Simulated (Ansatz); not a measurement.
**ScSiS4: further runs on a relaxed guess**

Aim: for this structure of ScSiS4, compute bands, density of states and charges.

Computed with Ansatz 0.2.0 (DFT PBE, scalar-relativistic, plane waves, PAW, unless a step's input says otherwise).

3 further runs of the same task are left out: 1 that didn't finish, 2 set aside as unsound or not needed. Runs told in other sessions of the task aren't counted.

**1. The structure to begin with**

Symmetry: P4/mmm, No. 123, tetragonal system. Conventional cell: a = 3.408 Å, b = 3.408 Å, c = 11.020 Å, α = 90.00°, β = 90.00°, γ = 90.00°. Around Sc (site symmetry 4/mmm) lie 8 S at 2.76 Å. Si (site symmetry 4/mmm) has 8 S at 2.63 Å in its first shell of neighbours. S (site symmetry 4mm) is surrounded by 1 S at 2.69 Å and 4 Sc at 2.76 Å. S (site symmetry 4mm) has 1 S at 2.12 Å in its first shell of neighbours.

Structure file:

```xyz
6
Lattice="3.4076 0.0000 0.0000 0.0000 3.4076 0.0000 0.0000 0.0000 11.0200" Properties=species:S:1:pos:R:3 pbc="T T T"
Sc    1.7038    1.7038    5.5100
Si    0.0000    0.0000    0.0000
S     0.0000    0.0000    6.8531
S     1.7038    1.7038    1.0599
S     1.7038    1.7038    9.9601
S     0.0000    0.0000    4.1670
```

The cell was relaxed beforehand at this level, from a database cell with other species swapped in; it is a trial structure. At a tolerance of 0.05 Å it has space group P4/mmm (No. 123); it has 21.33 Å³/atom, an uncorrected energy of -0.35 eV/atom over the elements.

**2. Static run: bands, density of states and charges**

The input, input.yaml:

```yaml
crystal:
  lattice:
    - [3.4075755738, 0.0, 0.0]
    - [0.0, 3.4075755738, 0.0]
    - [0.0, 0.0, 11.0200243095]
  atoms:
    - { symbol: Sc, position: [0.5, 0.5, 0.5] }
    - { symbol: Si, position: [0.0, 0.0, 0.0] }
    - { symbol: S, position: [0.0, 0.0, 0.6218732459] }
    - { symbol: S, position: [0.5, 0.5, 0.0961775938] }
    - { symbol: S, position: [0.5, 0.5, 0.9038224062] }
    - { symbol: S, position: [0.0, 0.0, 0.3781267541] }
basis:
  ecutwfc: 420
kpoints:
  mp_grid: { grid: [12, 12, 4] }
  band_path:
    path:
      - [[0.0, 0.0, 0.0], [0.0, 0.5, 0.0], [0.5, 0.5, 0.0], [0.0, 0.0, 0.0], [0.0, 0.0, 0.5], [0.0, 0.5, 0.5], [0.5, 0.5, 0.5], [0.0, 0.0, 0.5]]
      - [[0.0, 0.5, 0.0], [0.0, 0.5, 0.5]]
      - [[0.5, 0.5, 0.0], [0.5, 0.5, 0.5]]
    npoints: 14
hamiltonian:
  xc: pbe
scf:
  occupations: { method: gaussian, width: 0.1 }
  n_extra_bands: 15
output:
  forces: true
  stress: true
  eigenvalues: true
  populations: true
  dos: { projected: true, de: 0.02, nscf_kmesh: { grid: [15, 15, 5] } }
  bader: true
```

Launch:

```
$ ansatz run input.yaml --threads 1 --pin off --max-ram 2560MiB --backend cpu --events-out ev --progress --plain --runs-dir out
```

What does the calculation give? Wanted: gap; states at the Fermi level; Bader charges.

**Answer**, as computed:

| quantity | value |
| --- | --- |
| gap | none (metal) |
| states at the Fermi level | 3.72 per eV per cell |
| Bader charges | Sc +1.76, Si +1.00, S -0.93 to -0.45 e |

Bands cross the Fermi level: a metal at this level of theory. Of the projected weight within 0.25 eV of the Fermi level, the largest part is S 3p (85 %). Bader charges go up to 1.8 e. Spin polarisation is off in the runs that give these values; a magnetic solution could lie lower.
